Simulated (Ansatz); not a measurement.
# doublet CH3In+: levels of theory compared

Aim: a comparison of 6 runs (UHF/def2-SVPD, UCAM-B3LYP/def2-SVPD, USVWN5/def2-SVPD, RPA@PBE/def2-SVPD, RPA@PBE0/def2-SVPD, UCCSD(T)/def2-SVPD) of doublet CH3In+. 

The results are computed with Ansatz 0.2.0.

46 further runs of the same task are left out: 5 that didn't finish, 41 set aside as unsound or not needed.

**1. Starting point**

The species is CH3In+ (5 atoms), meant as a doublet with charge +1. SMILES of the parent species: `C[In]`. The coordinates come from a PBE0-D4/def2-TZVP relaxation. That shape belongs to the parent species and isn't relaxed for this state.

Bond lengths: C1–In2 2.238 Å, C1–H3 1.096 Å, C1–H4 1.096 Å, C1–H5 1.096 Å. Angles: In2–C1–H3 111.3°, In2–C1–H4 111.3°, In2–C1–H5 111.3°, H3–C1–H4 107.6°, H3–C1–H5 107.6°, H4–C1–H5 107.6°.

**2. The energy at UHF/def2-SVPD (core potential) (run 1)**

run.yaml

```yaml
crystal:
  periodic: [false, false, false]
  atoms:
    - {symbol: C, position_ang: [-0.182770, 0.073150, -0.070580]}
    - {symbol: In, position_ang: [1.772750, -0.709460, 0.684610]}
    - {symbol: H, position_ang: [-0.972960, -0.040920, 0.680150]}
    - {symbol: H, position_ang: [-0.502560, -0.460530, -0.972760]}
    - {symbol: H, position_ang: [-0.114460, 1.137770, -0.321410]}
basis:
  gaussian:
    orbitals: def2-SVPD
total_charge: 1
magnetization:
  spin_polarized: true
  initial_magnetization: 1
hamiltonian:
  xc: hf
accuracy: high
output: {orbitals: {seedname: orbitals}}
```

On the command line:

```sh
$ ansatz run run.yaml --threads 1 --pin off --max-ram 3480MiB --events-out events.jsonl --progress --plain --runs-dir runs
```

Output:

```text
Warning: RAYON_NUM_THREADS=1 ignored (pool sized by the plan → 1); use --threads N
Functional definition: HF
  name "HF"
  exchange = exact_x
  correlation = 0
1695 factors; integrals over basis functions are off by at most 3.1e-9 eV
mean field evaluation 1: about -6212.4463 eV, gradient 3.2e1 eV
mean field evaluation 2: about -6212.4494 eV, gradient 3.2e1 eV
mean field evaluation 4: about -6218.9344 eV, gradient 2.7e0 eV
mean field evaluation 8: about -6219.1023 eV, gradient 2.2e-1 eV
mean field -6219.10495988 eV, -228.5478918147 hartree, gradient 1.7e-8 eV, S^2 0.804849; 0 other end points of the search recorded, 0 dependent functions left out
reference -6219.10495988 eV, -228.5478918147 hartree; 15, 14 occupied and 61, 62 virtual orbitals, 1695 factors
Total energy: -6219.10495988 eV, -228.5478918147 hartree
```

Wall time 2.8 s (1 thread of Arm Neoverse V1, shared host); peak memory 0.21 GiB.

**3. A single-point energy at UCAM-B3LYP/def2-SVPD (core potential) (run 2)**

in.yaml

```yaml
crystal:
  periodic: [false, false, false]
  atoms:
    - {symbol: C, position_ang: [-0.182770, 0.073150, -0.070580]}
    - {symbol: In, position_ang: [1.772750, -0.709460, 0.684610]}
    - {symbol: H, position_ang: [-0.972960, -0.040920, 0.680150]}
    - {symbol: H, position_ang: [-0.502560, -0.460530, -0.972760]}
    - {symbol: H, position_ang: [-0.114460, 1.137770, -0.321410]}
basis:
  gaussian: {orbitals: def2-SVPD}
total_charge: 1
magnetization: {spin_polarized: true, initial_magnetization: 1}
hamiltonian: {xc: {name: CAM-B3LYP}}
accuracy: high
output: {orbitals: {seedname: orbitals}}
```

On the command line:

```sh
$ ansatz run in.yaml --threads 1 --pin off --max-ram 3480MiB --events-out events.jsonl --progress --plain --runs-dir runs
```

Output:

```text
Warning: RAYON_NUM_THREADS=1 ignored (pool sized by the plan → 1); use --threads N
Functional definition: CAM-B3LYP
  name "CAM-B3LYP"
  parameter alpha = 0.19
  parameter beta = 0.46
  parameter omega = 0.33/bohr
  parameter ac = 0.81
  exchange = (1 - alpha - beta)*b88_x + beta*b88_x_sr(omega) + alpha*exact_x + beta*exact_x_lr(omega)
  correlation = (1 - ac)*vwn5_c + ac*lyp_c
1695 factors; integrals over basis functions are off by at most 3.1e-9 eV
478 factors; integrals over basis functions are off by at most 2.3e-9 eV
mean field evaluation 1: about -6235.3163 eV, gradient 5.0e1 eV
mean field evaluation 2: about -6222.4056 eV, gradient 6.2e1 eV
mean field evaluation 4: about -6249.7244 eV, gradient 1.9e0 eV
mean field evaluation 8: about -6249.7960 eV, gradient 3.2e-1 eV
mean field evaluation 16: about -6249.7988 eV, gradient 1.3e-4 eV
mean field -6249.79877431 eV, -229.6758686903 hartree, gradient 3.2e-8 eV, S^2 0.762584; 0 other end points of the search recorded, 0 dependent functions left out
reference -6249.79879112 eV, -229.6758693078 hartree; 15, 14 occupied and 61, 62 virtual orbitals, 1695 factors
Total energy: -6249.79879112 eV, -229.6758693078 hartree
```

Wall time 10 s (1 thread of Arm Neoverse V1, shared host); peak memory 0.34 GiB.

**4. A single-point energy at USVWN5/def2-SVPD (core potential) (run 3)**

input.yaml

```yaml
crystal:
  periodic: [false, false, false]
  atoms:
    - symbol: C
      position_ang: [-0.182770, 0.073150, -0.070580]
    - symbol: In
      position_ang: [1.772750, -0.709460, 0.684610]
    - symbol: H
      position_ang: [-0.972960, -0.040920, 0.680150]
    - symbol: H
      position_ang: [-0.502560, -0.460530, -0.972760]
    - symbol: H
      position_ang: [-0.114460, 1.137770, -0.321410]
basis:
  gaussian:
    orbitals: def2-SVPD
total_charge: 1
magnetization:
  spin_polarized: true
  initial_magnetization: 1
hamiltonian:
  xc: {name: SVWN5}
accuracy: high
output: {orbitals: {seedname: orbitals}}
```

On the command line:

```sh
$ ansatz run input.yaml --threads 1 --pin off --max-ram 3480MiB --events-out events.jsonl --progress --plain --runs-dir runs
```

Output:

```text
Warning: RAYON_NUM_THREADS=1 ignored (pool sized by the plan → 1); use --threads N
Functional definition: SVWN5
  name "SVWN5"
  exchange = slater_x
  correlation = vwn5_c
1695 factors; integrals over basis functions are off by at most 3.1e-9 eV
mean field evaluation 1: about -6206.9085 eV, gradient 6.6e1 eV
mean field evaluation 2: about -6036.4276 eV, gradient 1.1e2 eV
mean field evaluation 4: about -6231.2342 eV, gradient 9.6e0 eV
mean field evaluation 8: about -6231.8298 eV, gradient 3.3e-1 eV
mean field evaluation 16: about -6231.8309 eV, gradient 1.3e-5 eV
mean field -6231.83085287 eV, -229.0155597564 hartree, gradient 7.2e-8 eV, S^2 0.752467; 0 other end points of the search recorded, 0 dependent functions left out
reference -6231.83085657 eV, -229.0155598922 hartree; 15, 14 occupied and 61, 62 virtual orbitals, 1695 factors
Total energy: -6231.83085657 eV, -229.0155598922 hartree
```

Run time: 4.5 s. Hardware: 1 thread of Arm Neoverse V1, shared host; peak memory 0.21 GiB.

Runs 4 to 5 aren't shown in full; the table further down has their settings and results.

**5. The energy at UCCSD(T)/def2-SVPD (core potential) (run 6)**

molecule.yaml

```yaml
crystal:
  periodic: [false, false, false]
  atoms:
    - {symbol: C, position_ang: [-0.182770, 0.073150, -0.070580]}
    - {symbol: In, position_ang: [1.772750, -0.709460, 0.684610]}
    - {symbol: H, position_ang: [-0.972960, -0.040920, 0.680150]}
    - {symbol: H, position_ang: [-0.502560, -0.460530, -0.972760]}
    - {symbol: H, position_ang: [-0.114460, 1.137770, -0.321410]}
basis:
  gaussian:
    orbitals: def2-SVPD
total_charge: 1
magnetization:
  spin_polarized: true
  initial_magnetization: 1
correlation:
  method: ccsd_t
  frozen_orbitals: {C: 1, H: 0, In: 4}
accuracy: high
scf:
  omitted_lower_state_checks: [cluster_reference, increment]
```

On the command line:

```sh
$ ansatz run molecule.yaml --threads 1 --pin off --max-ram 3480MiB --events-out events.jsonl --progress --plain --runs-dir runs
```

Output:

```text
Warning: RAYON_NUM_THREADS=1 ignored (pool sized by the plan → 1); use --threads N
[... 4 set-up lines as earlier in the session ...]
these checks for a lower state are left out or cut short: cluster_reference, increment
1695 factors; integrals over basis functions are off by at most 3.1e-9 eV
mean field evaluation 1: about -6212.4463 eV, gradient 3.2e1 eV
mean field evaluation 2: about -6212.4494 eV, gradient 3.2e1 eV
mean field evaluation 4: about -6218.9344 eV, gradient 2.7e0 eV
mean field evaluation 8: about -6219.1023 eV, gradient 2.2e-1 eV
mean field -6219.10495988 eV, -228.5478918147 hartree, gradient 1.7e-8 eV, S^2 0.804849; 0 other end points of the search recorded, 0 dependent functions left out
5 core orbitals not correlated: weight in the atoms' cores, before any rotation towards them, 1.000 or more for the frozen orbitals, at most 0.000 for the correlated occupied ones
reference -6219.10495988 eV, -228.5478918147 hartree; 10, 9 occupied and 61, 62 virtual orbitals, 1695 factors
second order -5.35632652 eV of doubles, -0.00000000 eV of singles
cycle   1  -5.88174587 eV  change   -5.3e-1 eV  update   7.2e-2
cycle   2  -6.13528320 eV  change   -2.5e-1 eV  update   2.8e-2
cycle   3  -6.18298001 eV  change   -4.8e-2 eV  update   1.2e-2
cycle   4  -6.18104526 eV  change    1.9e-3 eV  update   3.7e-3
cycle   5  -6.18101396 eV  change    3.1e-5 eV  update   1.2e-3
cycle   6  -6.18106209 eV  change   -4.8e-5 eV  update   5.4e-4
cycle   7  -6.18106544 eV  change   -3.3e-6 eV  update   2.9e-4
cycle   8  -6.18107568 eV  change   -1.0e-5 eV  update   1.1e-4
cycle   9  -6.18105832 eV  change    1.7e-5 eV  update   3.5e-5
cycle  10  -6.18105252 eV  change    5.8e-6 eV  update   9.3e-6
cycle  11  -6.18105223 eV  change    2.8e-7 eV  update   2.9e-6
cycle  12  -6.18105135 eV  change    8.8e-7 eV  update   9.8e-7
cycle  13  -6.18105152 eV  change   -1.7e-7 eV  update   3.5e-7
cycle  14  -6.18105147 eV  change    5.7e-8 eV  update   1.1e-7
cycle  15  -6.18105143 eV  change    3.5e-8 eV  update   4.1e-8
cycle  16  -6.18105140 eV  change    2.8e-8 eV  update   2.2e-8
cycle  17  -6.18105117 eV  change    2.4e-7 eV  update   8.2e-8
cycle  18  -6.18105111 eV  change    5.7e-8 eV  update   2.8e-8
cycle  19  -6.18105109 eV  change    1.6e-8 eV  update   8.8e-9
cycle  20  -6.18105109 eV  change   5.9e-10 eV  update   2.7e-9
cycle  21  -6.18105109 eV  change  -3.4e-10 eV  update  9.4e-10
perturbative correction -0.19856209 eV, -0.0072970222 hartree
Total energy: -6225.48457306 eV, -228.7823382750 hartree
Checks for a lower state left out: cluster_reference, increment
```

Run time: 19 s. Hardware: 1 thread of Arm Neoverse V1, shared host; peak memory 0.57 GiB.

**6. The series**

| run | level | frozen core orbitals | energy (Eh) | ⟨S²⟩ | wall time |
| --- | --- | --- | --- | --- | --- |
| 1 | UHF/def2-SVPD (core potential) | – | -228.547892 | 0.805 | 2.8 s |
| 2 | UCAM-B3LYP/def2-SVPD (core potential) | – | -229.675869 | 0.763 | 10 s |
| 3 | USVWN5/def2-SVPD (core potential) | – | -229.015560 | 0.752 | 4.5 s |
| 4 | RPA@PBE/def2-SVPD (core potential) | 5 | -228.895832 | 0.754 | 13 s |
| 5 | RPA@PBE0/def2-SVPD (core potential) | 5 | -228.866057 | 0.761 | 14 s |
| 6 | UCCSD(T)/def2-SVPD (core potential) | 5 | -228.782338 | 0.805 | 19 s |

**7. What came out**

```
                                          quantity          value
                               run 6: total energy  -228.78234 Eh
run 6: correlation energy (5 core orbitals frozen)     -234.4 mEh
                             run 6: (T) correction      -7.30 mEh
          run 6: ⟨S²⟩ of the reference determinant          0.805
                              run 6: T1 diagnostic          0.014
```

Totals of different functionals can't be ranked against each other. All runs together took 64 s, the longest 19 s.
